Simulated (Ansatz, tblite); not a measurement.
**Cd7S6 wurtzite atom disc (Cd₇S₆Cl₂): one state, many levels**

Aim: run the singlet of Cd7S6 wurtzite atom disc (Cd₇S₆Cl₂) at one geometry on many levels, and compare frontier levels, spin and run time.

The runs use Ansatz 0.2.0, Gaussian basis; as each input shows.

Plan: GFN1-xTB, GFN2-xTB, PBE-D4/def2-TZVP, r2SCAN-D4/def2-TZVP, CAM-B3LYP-D4/def2-TZVP, HF/def2-TZVP, PBE-QIDH/def2-TZVP, LC-ωPBE(0.10)/def2-SVP, LC-ωPBE(0.15)/def2-SVP, LC-ωPBE(0.20)/def2-SVP, LC-ωPBE(0.30)/def2-SVP, PBE-D4/def2-SVP, PBE0-D4/def2-SVP, MP2/def2-TZVP, RPA/def2-TZVP.

5 further runs of the same task are left out: 1 that didn't finish, 4 set aside as unsound or not needed.

## (1) The structure

The singlet was relaxed beforehand with r2SCAN-D4/def2-SVP.

15 atoms, charge 0, spin multiplicity 1.

Bond lengths: S1–Cd2 2.383 Å, S1–Cd6 2.367 Å, Cd2–S3 2.649 Å, Cd2–Cl14 2.449 Å, S3–Cd4 2.516 Å, S3–Cd6 2.921 Å, S3–Cd8 2.480 Å, Cd4–S5 2.366 Å, Cd4–Cl14 2.613 Å, S5–Cd10 2.387 Å, Cd6–S7 2.451 Å, S7–Cd8 2.613 Å, S7–Cd11 2.408 Å, Cd8–S9 2.433 Å, S9–Cd10 2.527 Å, S9–Cd13 2.558 Å, Cd10–Cl15 2.616 Å, Cd11–S12 2.323 Å and more. Angles: Cd2–S1–Cd6 84.5°, S1–Cd2–S3 105.7°, S1–Cd2–Cl14 162.8°, S3–Cd2–Cl14 91.4°, Cd2–S3–Cd4 87.4°, Cd2–S3–Cd6 69.8°, Cd2–S3–Cd8 131.5°, Cd4–S3–Cd6 151.3°, Cd4–S3–Cd8 106.2°, Cd6–S3–Cd8 78.7°, S3–Cd4–S5 133.4°, S3–Cd4–Cl14 90.8°, S5–Cd4–Cl14 135.7°, Cd4–S5–Cd10 88.7°, S1–Cd6–S3 98.2°, S1–Cd6–S7 165.2°, S3–Cd6–S7 91.8°, Cd6–S7–Cd8 85.6° and more.

Cd takes a core potential in the def2 sets. No spin-orbit coupling is included.

PBE0-D4/def2-TZVP was run before; its log isn't repeated, and its numbers join the tables.

## (2) GFN1-xTB

Tight binding, by tblite at 300 K electronic temperature and without a spin-polarisation term:

```python
tblite.interface.Calculator('GFN1-xTB', numbers, positions, charge=0, uhf=0).singlepoint()
```

Energy -1005.0471 eV, HOMO -9.75 eV, LUMO -7.10 eV; 0.08 s.

## (3) GFN2-xTB

Tight binding, by tblite at 300 K electronic temperature and without a spin-polarisation term:

```python
tblite.interface.Calculator('GFN2-xTB', numbers, positions, charge=0, uhf=0).singlepoint()
```

Energy -901.3262 eV, HOMO -10.86 eV, LUMO -8.82 eV; 0.083 s.

## (4) PBE-D4/def2-TZVP

start.molden holds the orbitals of an earlier run on this state, given as this run's starting guess.

Input file in.yaml:

```yaml
crystal:
  periodic: [false, false, false]
  atoms:
    - {symbol: S, position_ang: [0.489470, -4.996295, -0.060190]}
    - {symbol: Cd, position_ang: [-1.424171, -3.601904, 0.211605]}
    - {symbol: S, position_ang: [-0.498465, -1.121156, 0.283016]}
    - {symbol: Cd, position_ang: [-2.891964, -0.347647, 0.221706]}
    - {symbol: S, position_ang: [-3.908019, 1.769798, -0.065612]}
    - {symbol: Cd, position_ang: [1.619190, -2.967430, -0.516695]}
    - {symbol: S, position_ang: [2.919570, -1.157259, -1.535425]}
    - {symbol: Cd, position_ang: [0.708923, 0.230879, -1.409894]}
    - {symbol: S, position_ang: [0.429660, 2.642313, -1.575734]}
    - {symbol: Cd, position_ang: [-1.730213, 2.726761, -0.267317]}
    - {symbol: Cd, position_ang: [3.456512, 0.365498, 0.250748]}
    - {symbol: S, position_ang: [3.551654, 2.159363, 1.723307]}
    - {symbol: Cd, position_ang: [1.537514, 3.015722, 0.699254]}
    - {symbol: Cl, position_ang: [-3.732611, -2.812526, 0.429874]}
    - {symbol: Cl, position_ang: [-0.527071, 4.093884, 1.611377]}
basis:
  gaussian: {orbitals: def2-TZVP, fitting: {mean_field: def2-universal-jkfit}, initial_orbitals: start.molden}
hamiltonian: {xc: pbe, dispersion: d4}
scf: {omitted_lower_state_checks: [starts]}
output: {forces: true, orbitals: {seedname: orbitals}}
```

Launch:

```sh
$ ansatz run in.yaml --threads 2 --pin off --events-out ev --progress --plain --max-ram 22528MiB --backend cuda --devices 0, --max-vram 18GiB
```

Further steps of the session: r2SCAN-D4/def2-TZVP; CAM-B3LYP-D4/def2-TZVP; HF/def2-TZVP; PBE-QIDH/def2-TZVP; LC-ωPBE(0.10)/def2-SVP; LC-ωPBE(0.15)/def2-SVP; LC-ωPBE(0.20)/def2-SVP; LC-ωPBE(0.30)/def2-SVP; PBE-D4/def2-SVP; PBE0-D4/def2-SVP; MP2/def2-TZVP; RPA/def2-TZVP.

Before running them: what should the planned runs give, taken together? Wanted: gap in def2-TZVP, named functionals and Hartree-Fock, smallest and largest; gap over the ω; correlation energy, MP2/def2-TZVP; binding an atom, functionals in def2-TZVP; PBE0 total energy, smallest basis above largest.

The runs gave:

| quantity | value |
| --- | --- |
| gap in def2-TZVP, named functionals and Hartree-Fock, smallest and largest | 2.11 eV (PBE-D4), 9.05 eV (HF) |
| gap over the ω (1/bohr) | 4.79 eV at 0.1, 7.69 eV at 0.3 |
| correlation energy, MP2/def2-TZVP | -134.27 eV |
| binding an atom, functionals in def2-TZVP | 2.05 (CAM-B3LYP-D4) to 2.24 eV (r2SCAN-D4) |
| PBE0 total energy, smallest basis above largest | 37.90 eV (def2-SVP, def2-TZVP) |

Orbital gaps of the named functionals and Hartree-Fock in def2-TZVP span 2.11 eV (PBE-D4) to 9.05 eV (HF); exact exchange widens it. Raising the ω (1/bohr) from 0.1 to 0.3 moves the HOMO by -1.75 eV and the LUMO by +1.16 eV.
